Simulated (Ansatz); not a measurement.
Run this with Ansatz 0.2.0, Python API and show what comes out.

Script `deck.py`:
```python
# -*- coding: utf-8 -*-
"""ClH7N2Si2 through the session interface."""

import ansatz as az


def main():
    deck = {
        "crystal": {
            "periodic": [False, False, False],
            "atoms": [
                {"symbol": "N", "position_ang": [-1.8555, -0.4288, 0.9627]},
                {"symbol": "Si", "position_ang": [-0.2258, -0.3613, 0.8162]},
                {"symbol": "Cl", "position_ang": [0.4874, 0.5993, 2.4317]},
                {"symbol": "N", "position_ang": [-0.0861, 0.5576, -0.5904]},
                {"symbol": "Si", "position_ang": [1.3502, 0.3418, -1.3389]},
                {"symbol": "H", "position_ang": [-2.2, 0.6052, 0.961]},
                {"symbol": "H", "position_ang": [-2.1115, -0.7428, 1.8755]},
                {"symbol": "H", "position_ang": [0.2983, -1.7277, 0.6885]},
                {"symbol": "H", "position_ang": [-0.8734, 0.1978, -1.1605]},
                {"symbol": "H", "position_ang": [2.4313, 0.8119, -0.3992]},
                {"symbol": "H", "position_ang": [1.5096, -1.0731, -1.6708]},
                {"symbol": "H", "position_ang": [1.3526, 1.1649, -2.5417]},
            ],
        },
        "basis": {"gaussian": {"orbitals": "def2-SVP", "nuclear_model": "point"}},
        "hamiltonian": {"xc": {"name": "BHLYP"}},
    }
    session = az.Session.from_dict(deck)
    summary = session.plan(threads=1).execute().report

    print("reference energy %16.6f eV" % summary["reference_energy_ev"])
    print("total energy     %16.6f eV" % summary["free_energy_ev"])
    print("occupied orbitals outside the frozen core (up, down):", summary["n_occupied"], " frozen:", summary["n_frozen"], " virtual:", summary["n_virtual"])
    symbols = ["N", "Si", "Cl", "N", "Si", "H", "H", "H", "H", "H", "H", "H"]


if __name__ == "__main__":
    main()
```

Running `python deck.py` prints:
```text
reference energy    -31361.284579 eV
total energy        -31361.284579 eV
occupied orbitals outside the frozen core (up, down): [33, 33]  frozen: 0  virtual: [84, 84]
```

These settings explore the input space; basis and method may be short of convergence. The geometry is a force-field or estimated start, not a minimum of this method, and the basis set is short of its limit. The whole script took 4.7 s on 1 thread of Arm Neoverse V2, on a shared host, peak memory 0.3 GiB.
